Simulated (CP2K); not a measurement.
NbSi in CP2K: the effect of functional

NbSi:

```
CELL_PARAMETERS angstrom
3.15644 0.00000 0.00000
0.00000 3.15644 0.00000
0.00000 0.00000 3.15644
ATOMIC_POSITIONS crystal
Nb 0.00000 0.00000 0.00000
Si 0.50000 0.50000 0.50000
```

The cell was built by a generator and needn't be a form met in nature.

Alike in all runs:

```yaml
Program: CP2K 2026.2
Task: atomic charges
Potentials_or_basis: POTENTIAL_UZH Nb GTH-PBE-q13, Si GTH-PBE-q4; TZVP-MOLOPT-PBE-GTH basis
Density_cutoff: 9184 eV
k_mesh: 8 × 8 × 8
Occupations: fermi-dirac, width 0.05 eV
Spin: no spin polarisation
```

```tsv
functional	pressure (GPa)
LDA	?
PBEsol	-3.3
OLYP	-3.6
rev-vdW-DF2	0.3
BEEF-vdW	0.5
MS2	0.5
```

Q: What does the run with functional LDA give?

A: Pressure -4.8 GPa.

Caveats: the potentials were made for another functional, which shifts forces and pressure; the basis of atomic orbitals isn't converged, which shifts pressures, moduli and gaps.

Runs at the PBE level aren't shown here.
